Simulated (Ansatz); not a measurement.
# BrGaH₂N radical: an energy map over two coordinates

A grid of calculations on BrGaH₂N, SMILES [NH2][Ga][Br], spin multiplicity 2, to see where the energy is lowest and how it rises around there.

The runs use Ansatz 0.2.0; UKS PBE-D4/def2-TZVP.

## Step 1: Where the work starts

SMILES `[NH2][Ga][Br]`, 5 atoms, charge 0, spin multiplicity 2.

Atoms are counted from 1 here; the program's logs count them from 0.

Bond lengths: N1–Ga2 1.865 Å, N1–H4 1.027 Å, N1–H5 1.029 Å, Ga2–Br3 2.356 Å. Angles: Ga2–N1–H4 117.4°, Ga2–N1–H5 115.9°, H4–N1–H5 109.5°, N1–Ga2–Br3 115.1°.

As a file:

```xyz
5
BrGaH2N
N    -0.6767    0.4608   -0.2652
Ga    0.8421    0.2413    0.7949
Br    1.5570   -1.9871    1.0660
H    -0.8942    1.4109   -0.5889
H    -0.7783   -0.1997   -1.0480
```

This geometry comes from a loose relaxation at PBE in a small basis, which is not shown.

## Step 2: The minimum at this level

input.yaml reads:

```yaml
crystal:
  periodic: [false, false, false]
  atoms:
    - { symbol: "N", position_ang: [-0.676687, 0.460823, -0.265205] }
    - { symbol: Ga, position_ang: [0.842134, 0.241332, 0.794858] }
    - { symbol: Br, position_ang: [1.557049, -1.987077, 1.065962] }
    - { symbol: H, position_ang: [-0.89422, 1.410893, -0.588927] }
    - { symbol: H, position_ang: [-0.778276, -0.199671, -1.047988] }
magnetization:
  spin_polarized: true
  initial_magnetization: 1
basis:
  gaussian: { orbitals: def2-TZVP }
hamiltonian:
  xc: pbe
  dispersion: d4
output:
  forces: true
relax:
  f_tol: 0.003
  max_steps: 120
```

Started as:

```console
> ansatz run input.yaml --threads 1 --pin off --max-ram 2560MiB --backend cpu --events-out ev --progress --plain --runs-dir out
```

What it wrote (excerpt; [...] marks lines left out):

```text
Warning: RAYON_NUM_THREADS=1 ignored (pool sized by the plan → 1); use --threads N
[...]
Functional definition: PBE
[...]
987 factors; their error is unknown
[...]
mean field -123928.60339416 eV, -4554.2921729110 hartree, gradient 3.0e-5 eV, S^2 0.752214; 0 other end points of the search recorded, 0 dependent functions left out
[...]
reference -123928.60342751 eV, -4554.2921741365 hartree; 38, 37 occupied and 101, 102 virtual orbitals, 987 factors
relax step   1: F+E_penalty+E_count = -123928.70113682 eV  Δ(F+E_penalty+E_count) = +0.000e0 eV  max|allowed force component| = 3.320e-1 eV/Å  Δτ_max = 0.0000 Å  (33 SCF iters, accepted)
[...]
relax step   5: F+E_penalty+E_count = -123928.70424119 eV  Δ(F+E_penalty+E_count) = -7.390e-5 eV  max|allowed force component| = 3.445e-3 eV/Å  Δτ_max = 0.0066 Å  (36 SCF iters, accepted)
[...]
relax step   6: F+E_penalty+E_count = -123928.70424184 eV  Δ(F+E_penalty+E_count) = -6.487e-7 eV  max|allowed force component| = 1.183e-3 eV/Å  Δτ_max = 0.0016 Å  (26 SCF iters, accepted)
987 factors; their error is unknown
[...]
mean field -123928.60649713 eV, -4554.2922869431 hartree, gradient 1.6e-5 eV, S^2 0.752226; 1 other end points of the search recorded, 0 dependent functions left out
[...]
reference -123928.60653043 eV, -4554.2922881667 hartree; 38, 37 occupied and 101, 102 virtual orbitals, 987 factors
Total energy: -123928.70427514 eV, -4554.2958802185 hartree
Atom 0 at    -0.694268     0.460435    -0.260360 Å, force     0.000091     0.001183     0.000488 eV/Å
Atom 1 at     0.837945     0.239093     0.791330 Å, force    -0.000237    -0.000874    -0.000761 eV/Å
Atom 2 at     1.556979    -1.982713     1.061331 Å, force    -0.000009     0.000430     0.000336 eV/Å
Atom 3 at    -0.881407     1.406526    -0.593471 Å, force    -0.000159    -0.000295     0.000439 eV/Å
Atom 4 at    -0.769249    -0.197040    -1.040129 Å, force     0.000315    -0.000443    -0.000501 eV/Å
Dipole moment:    -0.133677     0.464403    -0.280739 e Å
```

Run time: 48 s. Hardware: 1 thread of Arm Neoverse V2, shared host; peak memory 0.19 GiB.

The steps of the relaxation:

```
step  energy from step 1 (eV)  largest force component (eV/Å)
   1                   0.0000                          0.3320
   2                  -0.0026                          0.1241
   3                  -0.0030                          0.0342
   4                  -0.0030                          0.0241
   5                  -0.0031                          0.0034
   6                  -0.0031                          0.0012
```

Distances of close pairs at the start and the end, largest changes first:

| bond | before (Å) | after (Å) | change (Å) |
| --- | --- | --- | --- |
| N1–H4 | 1.027 | 1.020 | -0.007 |
| N1–H5 | 1.029 | 1.023 | -0.007 |
| N1–Ga2 | 1.865 | 1.872 | +0.006 |
| Ga2–Br3 | 2.356 | 2.351 | -0.005 |

## Step 3: The grid

First coordinate, umbrella angle at N1 (between each of its bonds and their common axis; 90 is planar): 9 values from 62.8 to 117.2 °. Second coordinate, change of the bonds N1–Ga2, N1–H4, N1–H5, all alike: 9 values from −0.144 to 0.222 Å.

Nothing else is relaxed (all other coordinates rigid). Energies count from the relaxed molecule at the same level. Points are written as (first, second).

Of the runs on the grid, 3 are shown in the steps below; the others differ only in the two coordinates.

## Step 4: The run at (62.8°, −0.052 Å)

input.yaml reads:

```yaml
crystal:
  periodic: [false, false, false]
  atoms:
    - { symbol: "N", position_ang: [-0.694268, 0.460435, -0.26036] }
    - { symbol: Ga, position_ang: [-0.294781, -0.019073, 1.448811] }
    - { symbol: Br, position_ang: [-0.329579, -2.330406, 1.876437] }
    - { symbol: H, position_ang: [-1.375901, 1.138222, -0.143557] }
    - { symbol: H, position_ang: [-1.279091, -0.264669, -0.533278] }
magnetization:
  spin_polarized: true
  initial_magnetization: 1
basis:
  gaussian: { orbitals: def2-TZVP }
hamiltonian:
  xc: pbe
  dispersion: d4
output:
  forces: true
```

Started as:

```console
> ansatz run input.yaml --threads 1 --pin off --max-ram 2560MiB --backend cpu --events-out ev --progress --plain --runs-dir out
```

What it wrote (excerpt; [...] marks lines left out):

```text
Warning: RAYON_NUM_THREADS=1 ignored (pool sized by the plan → 1); use --threads N
[...]
Functional definition: PBE
[...]
987 factors; their error is unknown
[...]
mean field -123928.17681759 eV, -4554.2764965113 hartree, gradient 4.6e-5 eV, S^2 0.752004; 0 other end points of the search recorded, 0 dependent functions left out
[...]
reference -123928.17684983 eV, -4554.2764976958 hartree; 38, 37 occupied and 101, 102 virtual orbitals, 987 factors
Total energy: -123928.27632325 eV, -4554.2801532768 hartree
Atom 0 at    -0.694268     0.460435    -0.260360 Å, force     2.098113     0.253682    -0.399656 eV/Å
Atom 1 at    -0.294781    -0.019073     1.448811 Å, force     0.668413    -0.447801     1.653073 eV/Å
Atom 2 at    -0.329579    -2.330406     1.876437 Å, force     0.054976    -0.073557     0.027875 eV/Å
Atom 3 at    -1.375901     1.138222    -0.143557 Å, force    -1.579869     2.914776     0.058263 eV/Å
Atom 4 at    -1.279091    -0.264669    -0.533278 Å, force    -1.241633    -2.647099    -1.339555 eV/Å
Dipole moment:    -0.271304     0.403274    -0.059925 e Å
```

It took 6.5 s on 1 thread of Arm Neoverse V2, shared host; peak memory 0.18 GiB.

That is 41 kJ/mol from the zero.

## Step 5: Grid point (103.6°, −0.007 Å)

input.yaml reads:

```yaml
crystal:
  periodic: [false, false, false]
  atoms:
    - { symbol: "N", position_ang: [-0.694268, 0.460435, -0.26036] }
    - { symbol: Ga, position_ang: [0.802351, 0.226612, 0.826851] }
    - { symbol: Br, position_ang: [1.496857, -2.001083, 1.112104] }
    - { symbol: H, position_ang: [-0.903538, 1.400298, -0.576113] }
    - { symbol: H, position_ang: [-0.791415, -0.20356, -1.022817] }
magnetization:
  spin_polarized: true
  initial_magnetization: 1
basis:
  gaussian: { orbitals: def2-TZVP }
hamiltonian:
  xc: pbe
  dispersion: d4
output:
  forces: true
```

Started as:

```console
> ansatz run input.yaml --threads 1 --pin off --max-ram 2560MiB --backend cpu --events-out ev --progress --plain --runs-dir out
```

What it wrote (excerpt; [...] marks lines left out):

```text
Warning: RAYON_NUM_THREADS=1 ignored (pool sized by the plan → 1); use --threads N
[...]
Functional definition: PBE
[...]
987 factors; their error is unknown
[...]
mean field -123928.60385605 eV, -4554.2921898850 hartree, gradient 3.1e-5 eV, S^2 0.752196; 0 other end points of the search recorded, 0 dependent functions left out
[...]
reference -123928.60388943 eV, -4554.2921911119 hartree; 38, 37 occupied and 101, 102 virtual orbitals, 987 factors
Total energy: -123928.70175588 eV, -4554.2957876374 hartree
Atom 0 at    -0.694268     0.460435    -0.260360 Å, force     0.037393    -0.078278     0.287102 eV/Å
Atom 1 at     0.802351     0.226612     0.826851 Å, force     0.021654    -0.008188     0.012160 eV/Å
Atom 2 at     1.496857    -2.001083     1.112104 Å, force     0.001125     0.006593    -0.002193 eV/Å
Atom 3 at    -0.903538     1.400298    -0.576113 Å, force    -0.038812     0.219042    -0.101452 eV/Å
Atom 4 at    -0.791415    -0.203560    -1.022817 Å, force    -0.021360    -0.139168    -0.195617 eV/Å
Dipole moment:    -0.142587     0.463483    -0.277583 e Å
```

It took 6.4 s on 1 thread of Arm Neoverse V2, shared host; peak memory 0.18 GiB.

That is 0.24 kJ/mol from the zero.

## Step 6: Grid point (90.0°, −0.098 Å)

input.yaml reads:

```yaml
crystal:
  periodic: [false, false, false]
  atoms:
    - { symbol: "N", position_ang: [-0.694268, 0.460435, -0.26036] }
    - { symbol: Ga, position_ang: [0.441715, 0.136653, 1.062594] }
    - { symbol: Br, position_ang: [0.908211, -2.134434, 1.451023] }
    - { symbol: H, position_ang: [-1.061157, 1.291193, -0.421371] }
    - { symbol: H, position_ang: [-0.956621, -0.211018, -0.839506] }
magnetization:
  spin_polarized: true
  initial_magnetization: 1
basis:
  gaussian: { orbitals: def2-TZVP }
hamiltonian:
  xc: pbe
  dispersion: d4
output:
  forces: true
```

Started as:

```console
> ansatz run input.yaml --threads 1 --pin off --max-ram 2560MiB --backend cpu --events-out ev --progress --plain --runs-dir out
```

What it wrote (excerpt; [...] marks lines left out):

```text
Warning: RAYON_NUM_THREADS=1 ignored (pool sized by the plan → 1); use --threads N
[...]
Functional definition: PBE
[...]
987 factors; their error is unknown
[...]
mean field -123928.07530970 eV, -4554.2727661649 hartree, gradient 2.6e-5 eV, S^2 0.752161; 0 other end points of the search recorded, 0 dependent functions left out
[...]
reference -123928.07534319 eV, -4554.2727673956 hartree; 38, 37 occupied and 101, 102 virtual orbitals, 987 factors
Total energy: -123928.17575451 eV, -4554.2764574436 hartree
Atom 0 at    -0.694268     0.460435    -0.260360 Å, force     2.626043    -0.701908     3.106086 eV/Å
Atom 1 at     0.441715     0.136653     1.062594 Å, force     0.978974    -0.342346     1.234389 eV/Å
Atom 2 at     0.908211    -2.134434     1.451023 Å, force     0.044547     0.026754    -0.018843 eV/Å
Atom 3 at    -1.061157     1.291193    -0.421371 Å, force    -2.088680     4.847374    -1.012201 eV/Å
Atom 4 at    -0.956621    -0.211018    -0.839506 Å, force    -1.560885    -3.829874    -3.309431 eV/Å
Dipole moment:    -0.233761     0.463520    -0.246210 e Å
```

Wall time 6.9 s (1 thread of Arm Neoverse V2, shared host); peak memory 0.18 GiB.

Energy on the map's scale: 51 kJ/mol.

## Step 7: All points together

81 points were computed. Energies in kJ/mol, from the relaxed molecule at the same level:

| change of the bonds N1–Ga2, N1–H4, N1–H5, all alike (Å) ↓, umbrella angle at N1 (between each of its bonds and their common axis; 90 is planar) (°) → | 62.8 | 69.6 | 76.4 | 83.2 | 90.0 | 96.8 | 103.6 | 110.4 | 117.2 |
| --- | --- | --- | --- | --- | --- | --- | --- | --- | --- |
| 0.222 | 132 | 141 | 158 | 177 | 184 | 172 | 153 | 137 | 129 |
| 0.176 | 91 | 97 | 111 | 125 | 130 | 121 | 106 | 93 | 89 |
| 0.130 | 56 | 58 | 68 | 79 | 83 | 76 | 64 | 55 | 54 |
| 0.085 | 31 | 28 | 34 | 42 | 44 | 39 | 31 | 25 | 28 |
| 0.039 | 17 | 9 | 11 | 15 | 16 | 13 | 8 | 6 | 14 |
| −0.007 | 18 | 6 | 3 | 4 | 4 | 2 | 0 | 3 | 16 |
| −0.052 | 41 | 23 | 16 | 14 | 13 | 13 | 14 | 21 | 39 |
| −0.098 | 93 | 69 | 57 | 53 | 51 | 51 | 55 | 67 | 91 |
| −0.144 | 182 | 152 | 136 | 128 | 126 | 127 | 134 | 150 | 181 |

The largest force on an atom (eV/Å) at each point:

```
change of the bonds N1–Ga2, N1–H4, N1–H5, all alike (Å) ↓, umbrella angle at N1 (between each of its bonds and their common axis; 90 is planar) (°) →  62.8  69.6  76.4  83.2  90.0  96.8  103.6  110.4  117.2
                                                                                                                                                0.222   5.1   4.4   4.7   4.8   4.9   4.8    4.6    4.4    5.2
                                                                                                                                                0.176   4.8   4.0   4.3   4.5   4.5   4.4    4.2    4.0    4.8
                                                                                                                                                0.130   4.2   3.4   3.6   3.8   3.9   3.8    3.6    3.4    4.2
                                                                                                                                                0.085   3.3   2.5   2.8   3.0   3.0   2.9    2.8    2.6    3.4
                                                                                                                                                0.039   2.1   1.5   1.5   1.7   1.8   1.7    1.5    1.5    2.1
                                                                                                                                               −0.007   1.2   0.6   0.3   0.5   0.6   0.5    0.3    0.6    1.1
                                                                                                                                               −0.052   3.3   2.8   2.5   2.3   2.3   2.3    2.5    2.8    3.3
                                                                                                                                               −0.098   6.4   5.9   5.6   5.4   5.4   5.4    5.6    5.9    6.4
                                                                                                                                               −0.144  10.5  10.0   9.7   9.5   9.5   9.5    9.7   10.0   10.5
```

## Step 8: Summary of results

```
                       quantity                                                                            value
                   lowest point                                                  (103.6°, −0.007 Å), 0.24 kJ/mol
         highest computed point                                    (90.0°, 0.222 Å), 184 kJ/mol above the lowest
largest force on an atom (eV/Å)  0.3 at (103.6°, −0.007 Å) to 10.5 at (62.8°, −0.144 Å); 0.3 at the lowest point
        time for the whole task                                                  11 min on 1 thread, shared host
```

**Reading.** The lowest computed point is at (103.6°, −0.007 Å), 0.24 kJ/mol from the relaxed molecule at the same level. The grid is coarse, so the lowest point of the scanned range may lie between grid points; coordinates that were held can hide deeper minima. The highest computed point, (90.0°, 0.222 Å), lies 184 kJ/mol above the lowest. Round the minimum the valley is somewhat tilted: raising the first coordinate shifts the best value of the second coordinate upwards (coupling k₁₂/√(k₁₁k₂₂) about −0.4).
